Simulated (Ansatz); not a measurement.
**CHClFNSi: small, medium and large basis sets**

The task here is to estimate one member of a computed series from the others.

Program: Ansatz 0.2.0, Gaussian basis. Level of theory: one geometry, several basis sets. These are calculated values, not measurements.

The runs, in order: PBE0-D4/def2-SVP; ωB97M-V/def2-SVP; PBE0-D4/def2-QZVPP; ωB97M-V/def2-QZVPP; the functionals' def2-TZVPP values are taken from earlier runs.

## The relaxed structure

The geometry comes from an earlier relaxation with PBE0-D4 in a triple-zeta def2 set; it is a stationary point.

SMILES `FC1=N[SiH]1Cl`, 6 atoms, charge 0, spin multiplicity 1.

Atoms are counted from 1 here; the program's logs count them from 0.

Bond lengths: F1–C2 1.310 Å, C2–N3 1.270 Å, C2–Si4 1.756 Å, N3–Si4 1.775 Å, Si4–Cl5 2.023 Å, Si4–H6 1.469 Å. Angles: F1–C2–N3 128.1°, F1–C2–Si4 162.2°, N3–C2–Si4 69.7°, C2–N3–Si4 68.1°, C2–Si4–N3 42.2°, C2–Si4–Cl5 123.2°, C2–Si4–H6 125.2°, N3–Si4–Cl5 119.8°, N3–Si4–H6 120.9°, Cl5–Si4–H6 109.4°.

Set-up of the first run:

Contents of in.yaml:

```yaml
crystal:
  periodic: [false, false, false]
  atoms:
    - {symbol: F, position_ang: [0.158303, -2.281341, -0.638720]}
    - {symbol: C, position_ang: [0.216569, -1.043678, -0.212130]}
    - {symbol: N, position_ang: [1.240339, -0.391707, 0.161046]}
    - {symbol: Si, position_ang: [-0.233891, 0.593228, 0.234784]}
    - {symbol: Cl, position_ang: [-0.525653, 2.070235, -1.116453]}
    - {symbol: H, position_ang: [-0.813568, 0.989362, 1.525374]}
basis:
  gaussian: {orbitals: def2-SVP}
hamiltonian: {xc: pbe0, dispersion: d4}
output: {orbitals: {seedname: orbitals}}
```

Steps of the session up to this table: PBE0-D4 in def2-SVP; ωB97M-V in def2-SVP; PBE0-D4 in def2-QZVPP; ωB97M-V in def2-QZVPP.

One of the session's tables, all rows but one given; the rest of the session is left out.

| functional | basis | HOMO (eV) |
| --- | --- | --- |
| PBE0-D4 | def2-SVP | -7.61 |
| PBE0-D4 | def2-TZVPP | -7.71 |
| PBE0-D4 | def2-QZVPP | -7.75 |
| ωB97M-V | def2-SVP | -9.82 |
| ωB97M-V | def2-TZVPP | -9.95 |
| ωB97M-V | def2-QZVPP | ? |

Estimate the missing values for ωB97M-V, def2-QZVPP.

As computed: HOMO (eV): -9.99. In the column «HOMO (eV)» it is the lowest.
